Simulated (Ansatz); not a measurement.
## CaH4 in Ansatz: the effect of target pressure

Crystal: CaH4.

```
Ca H
1.0
     4.16798    0.00000    0.00000
     0.00000    4.16798    0.00000
     0.00000    0.00000    4.16798
Ca H
1 4
Direct
  0.00000 0.00000 0.00000
  0.50000 0.00000 0.00000
  0.00000 0.50000 0.00000
  0.00000 0.00000 0.50000
  0.50000 0.50000 0.50000
```

The cell was built by a generator and needn't be a form met in nature.

Alike in all runs:

| Item | Value |
| --- | --- |
| Program | Ansatz 0.2.0 |
| Task | relaxation of cell and atoms |
| Functional | PBE |
| Potentials or basis | Ansatz PAW |
| Cutoff | 420 eV (not typed: the program's choice for these potentials) |
| k mesh | 5 × 5 × 5 |
| Occupations | fermi-dirac, width 0.05 eV |
| Spin | no spin polarisation |

Each run relaxes the cell or the atoms first.

```tsv
target pressure	target pressure	relaxed volume (Å³/atom)
2 GPa	2 GPa	13.45
5 GPa	5 GPa	12.26
10 GPa	10 GPa	?
20 GPa	20 GPa	9.33
30 GPa	30 GPa	8.32
```

**Question.** What does the run with target pressure 10 GPa give?

**Answer.** Relaxed volume 10.93 Å³/atom.

Worked out: In Murnaghan's law V^(-B') rises as a straight line in P. The other rows fit best with B' = 2.6, V0 = 14.49 Å³/atom and B0 = 24 GPa, which gives 10.94 Å³/atom at 10 GPa, against the run's 10.93.

Caveats: the plane-wave basis is chosen anew once the cell has moved, so the energies of steps on either side of that aren't comparable; the volume moved by over 15 % at a fixed basis, so the end points are rough (some runs).
